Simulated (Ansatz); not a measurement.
**CH10N2OSi2: a ladder of functionals**

One table from this session's results is given with a row withheld; the runs are named, their logs left out.

The runs use Ansatz 0.2.0, Gaussian basis; functionals in def2-TZVPP.

The runs, in order: LDA (SPW92), PBE-D4, revPBE-D4, BLYP-D4, r2SCAN-D4, B97M-V, PBE0-D4.

### The relaxed structure

An earlier PBE0-D4 in a triple-zeta def2 set relaxation fixed the geometry.

SMILES `C[Si@@H](N)[Si@@H](N)O`, 16 atoms, charge 0, spin multiplicity 1.

Atoms are counted from 1 here; the program's logs count them from 0.

Bond lengths: C1–Si2 1.869 Å, C1–H7 1.093 Å, C1–H8 1.092 Å, C1–H9 1.094 Å, Si2–N3 1.737 Å, Si2–Si4 2.347 Å, Si2–H10 1.503 Å, N3–H11 1.009 Å, N3–H12 1.009 Å, Si4–N5 1.725 Å, Si4–O6 1.655 Å, Si4–H13 1.491 Å, N5–H14 1.009 Å, N5–H15 1.008 Å, O6–H16 0.960 Å. Angles: Si2–C1–H7 110.5°, Si2–C1–H8 110.8°, Si2–C1–H9 111.1°, H7–C1–H8 108.3°, H7–C1–H9 107.7°, H8–C1–H9 108.4°, C1–Si2–N3 108.4°, C1–Si2–Si4 113.2°, C1–Si2–H10 107.5°, N3–Si2–Si4 102.2°, N3–Si2–H10 114.1°, Si4–Si2–H10 111.5°, Si2–N3–H11 119.5°, Si2–N3–H12 117.9°, H11–N3–H12 110.0°, Si2–Si4–N5 105.4°, Si2–Si4–O6 109.4°, Si2–Si4–H13 115.7° and more.

The first run:

in.yaml reads:

```yaml
crystal:
  periodic: [false, false, false]
  atoms:
    - {symbol: C, position_ang: [-0.012968, 0.400468, 2.345333]}
    - {symbol: Si, position_ang: [0.500110, -0.363986, 0.718434]}
    - {symbol: N, position_ang: [-0.513117, -1.742484, 0.417586]}
    - {symbol: Si, position_ang: [0.039958, 1.004440, -1.131562]}
    - {symbol: N, position_ang: [0.611672, 0.129227, -2.503770]}
    - {symbol: O, position_ang: [-1.594111, 1.235845, -1.249687]}
    - {symbol: H, position_ang: [0.614496, 1.264564, 2.577274]}
    - {symbol: H, position_ang: [-1.052857, 0.731716, 2.306707]}
    - {symbol: H, position_ang: [0.090555, -0.314526, 3.166300]}
    - {symbol: H, position_ang: [1.964494, -0.688814, 0.813109]}
    - {symbol: H, position_ang: [-0.626598, -2.441944, 1.136074]}
    - {symbol: H, position_ang: [-0.452823, -2.183841, -0.487767]}
    - {symbol: H, position_ang: [0.547461, 2.403203, -1.043940]}
    - {symbol: H, position_ang: [0.515946, 0.513692, -3.431750]}
    - {symbol: H, position_ang: [1.462219, -0.405720, -2.426665]}
    - {symbol: H, position_ang: [-2.117340, 0.435561, -1.161177]}
basis:
  gaussian: {orbitals: def2-TZVPP}
hamiltonian: {xc: lda}
output: {orbitals: {seedname: orbitals}}
```

Run with:

```console
$ ansatz run in.yaml --threads 2 --pin off --events-out ev --progress --plain --max-ram 32768MiB --backend cuda --devices 0, --max-vram 18GiB
```

Steps of the session up to this table: LDA; PBE-D4 (GGA); revPBE-D4 (GGA); BLYP-D4 (GGA); r2SCAN-D4 (meta-GGA); B97M-V (meta-GGA); PBE0-D4 (hybrid).

One of the session's tables, all rows but one given; the rest of the session is left out.

| functional | HOMO (eV) | LUMO (eV) | gap (eV) |
| --- | --- | --- | --- |
| LDA (SPW92) | -5.73 | -0.93 | 4.79 |
| PBE-D4 | -5.64 | -0.72 | 4.91 |
| revPBE-D4 | -5.59 | -0.61 | 4.98 |
| BLYP-D4 | -5.55 | -0.63 | 4.92 |
| r2SCAN-D4 | -5.91 | -0.32 | 5.59 |
| B97M-V | ? | ? | ? |
| PBE0-D4 | -6.91 | 0.11 | 7.02 |

Q: Estimate the row for B97M-V from the others.

**Answer.** HOMO (eV): -6.02; LUMO (eV): -0.62; gap (eV): 5.40. In the column «HOMO (eV)» it lies between PBE0-D4 (-6.91) and r2SCAN-D4 (-5.91).
